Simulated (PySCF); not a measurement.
# TlH: other functionals and bases at one geometry

The task here is to estimate one member of a computed series from the others.

Program: PySCF 2.14.0. Level of theory: several levels, as the steps say, no spin–orbit coupling. These are calculated values, not measurements.

3 further runs of the same task are left out: 1 for a known fault of the program, 2 that didn't finish.

### The system as given

2 atoms, charge 0, spin multiplicity 1.

Bond lengths: Tl1–H2 1.943 Å.

Coordinates:

```csv
atom,x (Å),y (Å),z (Å)
Tl1,0.0000,0.0000,0.1772
H2,0.0000,0.0000,2.1201
```

Formal oxidation states: Tl +1. An earlier session relaxed this geometry at PBE, Tl def2-SVP with ECP60, H def2-SVP (singlet, point group C∞v).

At PBE on the finer grid: E = -173.120995 Eh, HOMO -4.71 eV, LUMO -2.32 eV, Mulliken charge on Tl1 +0.19 e, largest force component 0.001 eV/Å. 

Levels to run: M06-L; BLYP; CAM-B3LYP; B3LYP; PBE, TZVP; PBE, x2c-SVP. Hardware: 2 threads of Arm Neoverse V1, shared host.

Set-up of the first run:

The input, run.py (the lines that set the calculation):

```python
mol = gto.M(atom='''
Tl     0.00000     0.00000     0.17722
H      0.00000     0.00000     2.12008''',
    basis={'Tl': 'def2-SVP', 'H': 'def2-SVP'},
    ecp={'Tl': 'def2-SVP'},
    charge=0, spin=0)
mf = dft.RKS(mol, xc='M06L')
mf.grids.atom_grid = (75, 302)
mf = mf.density_fit()  # fitting sets: Tl def2-universal-JKFIT, H def2-universal-JKFIT
mf.conv_tol = 1e-08; mf.max_cycle = 55
mf.kernel(dm0)  # dm0: the density of the relaxed state
```

Launch:

```
OMP_NUM_THREADS=2 python run.py
```

Steps of the session up to this table: M06-L; BLYP; CAM-B3LYP; B3LYP; PBE, TZVP; PBE, x2c-SVP.

One of the session's tables, all rows but one given; the rest of the session is left out.

```
             level  HOMO (eV)  gap (eV)  charge on Tl1 (e)  dipole (D)  largest force component (eV/Å)
PBE (relaxed here)      -4.71      2.40               0.19        1.32                            0.00
             M06-L      -4.77      2.95               0.31        1.62                            0.06
              BLYP          ?         ?                  ?           ?                               ?
         CAM-B3LYP      -6.89      6.04               0.21        1.33                            0.23
             B3LYP      -5.54      3.63               0.21        1.37                            0.06
         PBE, TZVP      -4.76      2.41               0.21        1.57                            0.11
      PBE, x2c-SVP      -4.72      2.41               0.21        1.41                            0.13
```

**Question.** Estimate the row for BLYP.

**Answer.** HOMO (eV): -4.63; gap (eV): 2.31; charge on Tl1 (e): 0.20; dipole (D): 1.33; largest force component (eV/Å): 0.10. In the column «HOMO (eV)» it is the highest.

In one basis the HOMO–LUMO gap runs from 2.31 eV (BLYP) to 6.04 eV (CAM-B3LYP). The largest leftover force, 0.23 eV/Å with CAM-B3LYP, stands at a geometry relaxed at another level. Total energies of different levels can't be compared.
